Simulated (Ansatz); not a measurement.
# CH₄AlFSe: vertical ionisation energy

Aim: the vertical ionisation energy of CH₄AlFSe, as cation minus neutral at the neutral's geometry, on several levels, and how well −ε(HOMO) stands in for it.

Program: Ansatz 0.2.0, Gaussian basis. Level of theory: unrestricted cation, the program's frozen cores in correlated methods. These are calculated values, not measurements.

Levels to be run: UKS PBE-D4/def2-TZVPP; UKS r2SCAN-D4/def2-TZVPP; UKS PBE0-D4/def2-TZVPP; UKS B3LYP-D4/def2-TZVPP; UKS wB97X-V/def2-TZVPP; UKS wB97M-V/def2-TZVPP; UKS B2PLYP/def2-TZVPP; UHF-CCSD(T)/def2-TZVPP; UHF-MP2/def2-QZVPP; extrapolation to the limit; then −ε(HOMO) from the neutral's earlier runs with LDA (SPW92), PBE-D4, revPBE-D4, BLYP-D4, r2SCAN-D4, B97M-V, PBE0-D4, B3LYP-D4, r2SCANh-D4, r2SCAN0-D4, HSE06-D4, BHLYP-D4, CAM-B3LYP-D4, LC-ωPBE, ωB97X-V, ωB97M-V.

## Step 1: The relaxed structure

An earlier PBE0-D4 in a triple-zeta def2 set relaxation fixed the geometry.

SMILES `C[Se][AlH][F]`, 8 atoms, charge 0, spin multiplicity 1.

Atoms are counted from 1 here; the program's logs count them from 0.

Bond lengths: C1–Se2 1.967 Å, C1–H5 1.087 Å, C1–H6 1.089 Å, C1–H7 1.087 Å, Se2–Al3 2.290 Å, Al3–F4 1.647 Å, Al3–H8 1.575 Å. Angles: Se2–C1–H5 108.0°, Se2–C1–H6 111.1°, Se2–C1–H7 108.1°, H5–C1–H6 109.7°, H5–C1–H7 110.2°, H6–C1–H7 109.7°, C1–Se2–Al3 96.1°, Se2–Al3–F4 118.6°, Se2–Al3–H8 121.7°, F4–Al3–H8 119.8°.

## Step 2: Cation, UKS PBE-D4/def2-TZVPP

Contents of in.yaml:

```yaml
crystal:
  periodic: [false, false, false]
  atoms:
    - {symbol: C, position_ang: [-1.028187, 0.768187, 0.603451]}
    - {symbol: Se, position_ang: [-0.110067, 0.889039, -1.131720]}
    - {symbol: Al, position_ang: [1.270719, -0.907965, -0.802419]}
    - {symbol: F, position_ang: [2.331070, -1.315224, -1.995624]}
    - {symbol: H, position_ang: [-2.090647, 0.635589, 0.413749]}
    - {symbol: H, position_ang: [-0.652770, -0.070740, 1.187848]}
    - {symbol: H, position_ang: [-0.855204, 1.696488, 1.142609]}
    - {symbol: H, position_ang: [1.227087, -1.752572, 0.526306]}
basis:
  gaussian: {orbitals: def2-TZVPP}
total_charge: 1
magnetization: {spin_polarized: true, initial_magnetization: 1}
hamiltonian: {xc: pbe, dispersion: d4}
```

Launch:

```bash
$ ansatz run in.yaml --threads 2 --pin off --events-out ev --progress --plain --max-ram 32768MiB --backend cpu
```

Further steps of the session: Cation, UKS r2SCAN-D4/def2-TZVPP; Cation, UKS PBE0-D4/def2-TZVPP; Cation, UKS B3LYP-D4/def2-TZVPP; Cation, UKS wB97X-V/def2-TZVPP; Cation, UKS wB97M-V/def2-TZVPP; Cation, UKS B2PLYP (frozen core)/def2-TZVPP; Cation, UHF-CCSD(T)/def2-TZVPP; Cation, UHF-MP2/def2-QZVPP.

Before running them: what should the planned runs give, taken together? Wanted: ionisation energy, CCSD(T)/CBS; nearest functional by difference; nearest −ε(HOMO); −ε(HOMO) of PBE; T1 of the cation.

**Answer**, as computed:

| quantity | value |
| --- | --- |
| ionisation energy, CCSD(T)/CBS | 9.46 eV |
| nearest functional by difference | B3LYP-D4 (-0.15 eV) |
| nearest −ε(HOMO) | ωB97X-V (-0.11 eV) |
| −ε(HOMO) of PBE | 6.00 eV |
| T1 of the cation | 0.012 |

**Reading.** Energy differences with functionals land within 0.26 eV of the reference. −ε(HOMO) of PBE misses by 3.5 eV, since self-interaction lifts the level. Among orbital estimates ωB97X-V comes nearest. Hartree-Fock falls 1.21 eV short, as the neutral has more correlation energy than the cation. Correlated methods include outer-core shells of Se, which these sets cover unevenly. With outer-core shells in play the reference is unsure by up to some tenths of an eV, so close misses can't be ranked.
